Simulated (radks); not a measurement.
**Hf³⁺ in [Xe] 4f14 5d1: an all-electron calculation**

Aim: the levels, the sizes of the orbitals and the parts of the energy of the hafnium ion Hf3+.

Program: radks (a radial shooting solver on a logarithmic mesh, Libxc functionals) version 1. Level of theory: non-relativistic Kohn-Sham, PBE, spin-polarised, spherical densities, point nucleus; open shells are filled with parallel spins first. These are calculated values, not measurements, unless marked.

## Step 1: Starting point

| Item | Value |
| --- | --- |
| element | hafnium (Z = 72) |
| charge | +3 |
| electrons | 69 |
| configuration | [Xe] 4f14 5d1 |

The outer shells:

Hf³⁺
```
[Xe] core
4f [↑↓][↑↓][↑↓][↑↓][↑↓][↑↓][↑↓]
5d [↑ ][  ][  ][  ][  ]
```

## Step 2: Self-consistent calculation

The run's settings:

```text
Z 72
configuration [Xe] 4f14 5d1 6s0 6p0
relativity non-relativistic
functional pbe,pbe
spin polarised
nucleus point
```

Started as:

```bash
$ python run_ks.py task.json out
```

All runs below come from this command, one after another.

Q: Predict the outcome of this run.

The runs gave:

| quantity | value |
| --- | --- |
| total energy | -14323.4233 hartree |
| exchange-correlation share of it | 2.04 % |
| −T/E | 0.9997 |
| highest occupied level | 5d up, -28.318 eV |
| most extended occupied level | 5d up, <r> = 1.90 bohr |
| radius at density 0.001 e/bohr³ | 3.28 bohr |
| maxima of the radial density | 4 |
| ionisation energy, NIST | 33.37 (semi-emp.) eV |

5 principal shells are occupied and 4 maxima appear in the radial density; where shells overlap, one shows as a shoulder or not at all. −T/E = 0.9997, near the virial value of 1. Minus the highest eigenvalue, 28.318 eV, is 85 % of the tabulated ionisation energy (33.37 eV); the potential of a semilocal functional falls off too fast, so its top eigenvalue is too shallow. Relativity is left out here, which matters for elements this heavy. Open shells are spherical and high-spin; term and fine-structure splittings are not resolved.
